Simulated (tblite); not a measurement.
# FGe2H7NSi: the cost of one run

Programs: tblite 0.8.0 and PySCF 2.14.0. All values are calculated, for the isolated system unless a continuum is named. Atoms count from 0, parts from 1.

## 1. The system as given

12 atoms, charge 0, multiplicity 2; geometry: distance geometry start.

## 2. Geometry optimisation with GFN2-xTB

What the job is given:

```
{"job": {"kind": "relax", "xc": "GFN2-xTB", "basis": "xTB"}, "charge": 0, "multiplicity": 2}
Ge    -0.463149     0.282488    -0.826607
N     -0.260036    -1.045368     0.513758
Si     0.079871    -0.446883     2.211757
Ge     0.000679     2.546107    -0.144028
F     -1.813472     0.051354    -1.959095
H     -0.879846    -1.858013     0.432874
H      1.261978     0.329231     2.224718
H     -1.016614     0.364827     2.658534
H      0.250225    -1.542166     3.115187
H      0.084723     3.428989    -1.345148
H      1.261303     2.603279     0.643718
H     -1.147143     3.034435     0.740588
```

Level: GFN2-xTB geometry optimisation, gas phase.

On the command line:

```sh
$ OMP_NUM_THREADS=1 python cluster_run.py task.json out
```

This one command runs all jobs of the session in turn.

**Question.** How long does this first job take on 1 thread of Arm Neoverse V1, shared host?

About 3.2 s.
